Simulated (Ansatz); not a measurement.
# CH2BOS: the cost of one run

Program: Ansatz 0.2.0. Level of theory: UKS PBE-D4/def2-SVP. These are calculated values, not measurements.

**1. The structure to begin with**

Bond lengths: O1–B2 1.317 Å, B2–C3 1.360 Å, C3–S4 1.667 Å, O1–H5 0.954 Å, S4–H6 1.356 Å. Angles: O1–B2–C3 169.6°, B2–O1–H5 120.4°, B2–C3–S4 157.6°, C3–S4–H6 98.6°.

Structure file:

```xyz
6

O     0.2875   -0.7119   -1.9756
B     0.1700   -0.4736   -0.6859
C    -0.0198   -0.0012    0.5756
S    -0.0629   -0.0305    2.2413
H     0.0953   -0.0280   -2.6125
H    -0.4701    1.2452    2.4572
```

**2. Relaxing end A**

Input file input.yaml:

```yaml
crystal:
  periodic: [false, false, false]
  atoms:
    - { symbol: O, position_ang: [0.28753, -0.71195, -1.97556] }
    - { symbol: B, position_ang: [0.16997, -0.47363, -0.68593] }
    - { symbol: C, position_ang: [-0.01985, -0.00121, 0.57555] }
    - { symbol: S, position_ang: [-0.06288, -0.03046, 2.24126] }
    - { symbol: H, position_ang: [0.09531, -0.028, -2.61247] }
    - { symbol: H, position_ang: [-0.47009, 1.24525, 2.45716] }
magnetization:
  spin_polarized: true
  initial_magnetization: 1
basis:
  gaussian: { orbitals: def2-SVP }
hamiltonian:
  xc: pbe
  dispersion: d4
relax:
  f_tol: 0.02
  max_steps: 50
```

The run is started by

```console
ansatz run input.yaml --threads 2 --pin off --max-ram 3072MiB --backend cpu --events-out ev --progress --plain --runs-dir out
```

**Question.** How long does this run take on 2 threads of Intel Xeon 6975P-C (Granite Rapids), shared host, and how much memory does it need?

About 7.4 s, with a peak of 0.19 GiB.
